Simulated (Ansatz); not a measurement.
# AlH₆NSSi: how energies converge with the basis set

The task here is to estimate one member of a computed series from the others.

Method: one geometry, several basis sets; program: Ansatz 0.2.0, Gaussian basis.

Levels to be run: PBE0-D4/def2-SVP; ωB97M-V/def2-SVP; PBE0-D4/def2-QZVPP; ωB97M-V/def2-QZVPP; the functionals' def2-TZVPP values are taken from earlier runs.

## The relaxed structure

An earlier PBE0-D4 in a triple-zeta def2 set relaxation fixed the geometry.

SMILES `N[SiH2][S][AlH2]`, 10 atoms, charge 0, spin multiplicity 1.

Atoms are counted from 1 here; the program's logs count them from 0.

Bond lengths: N1–Si2 1.709 Å, N1–H5 1.007 Å, N1–H6 1.007 Å, Si2–S3 2.159 Å, Si2–H7 1.482 Å, Si2–H8 1.482 Å, S3–Al4 2.172 Å, Al4–H9 1.579 Å, Al4–H10 1.586 Å. Angles: Si2–N1–H5 119.7°, Si2–N1–H6 120.8°, H5–N1–H6 111.4°, N1–Si2–S3 117.2°, N1–Si2–H7 106.7°, N1–Si2–H8 108.6°, S3–Si2–H7 108.8°, S3–Si2–H8 103.7°, H7–Si2–H8 111.9°, Si2–S3–Al4 97.9°, S3–Al4–H9 118.4°, S3–Al4–H10 118.6°, H9–Al4–H10 123.0°.

The first run:

in.yaml

```yaml
crystal:
  periodic: [false, false, false]
  atoms:
    - {symbol: N, position_ang: [-0.698564, 1.559711, 0.334324]}
    - {symbol: Si, position_ang: [-1.224706, 0.031357, -0.221994]}
    - {symbol: S, position_ang: [0.120342, -1.070363, -1.501429]}
    - {symbol: Al, position_ang: [1.767768, -1.272995, -0.100992]}
    - {symbol: H, position_ang: [-0.061199, 1.614635, 1.112654]}
    - {symbol: H, position_ang: [-0.561183, 2.322888, -0.308573]}
    - {symbol: H, position_ang: [-1.513999, -0.784282, 0.980933]}
    - {symbol: H, position_ang: [-2.429965, 0.223077, -1.062007]}
    - {symbol: H, position_ang: [3.074442, -2.017309, -0.582378]}
    - {symbol: H, position_ang: [1.610264, -0.658118, 1.352462]}
basis:
  gaussian: {orbitals: def2-SVP}
hamiltonian: {xc: pbe0, dispersion: d4}
output: {orbitals: {seedname: orbitals}}
```

On the command line:

```bash
$ ansatz run in.yaml --threads 2 --pin off --events-out ev --progress --plain --max-ram 4352MiB
```

Among the steps run: PBE0-D4 in def2-SVP; ωB97M-V in def2-SVP; PBE0-D4 in def2-QZVPP; ωB97M-V in def2-QZVPP.

One table of the session follows, with a row left open; its other results are not shown here.

It belongs to the step «Functionals by basis». 

| functional | basis | HOMO (eV) | LUMO (eV) |
| --- | --- | --- | --- |
| PBE0-D4 | def2-SVP | ? | ? |
| PBE0-D4 | def2-TZVPP | -7.45 | -1.47 |
| PBE0-D4 | def2-QZVPP | -7.47 | -1.51 |
| ωB97M-V | def2-SVP | -9.50 | 0.29 |
| ωB97M-V | def2-TZVPP | -9.64 | 0.14 |
| ωB97M-V | def2-QZVPP | -9.67 | -0.02 |

Q: Estimate the row for PBE0-D4, def2-SVP from the others.

As computed: HOMO (eV): -7.34; LUMO (eV): -1.41. In the column «HOMO (eV)» it is the highest.
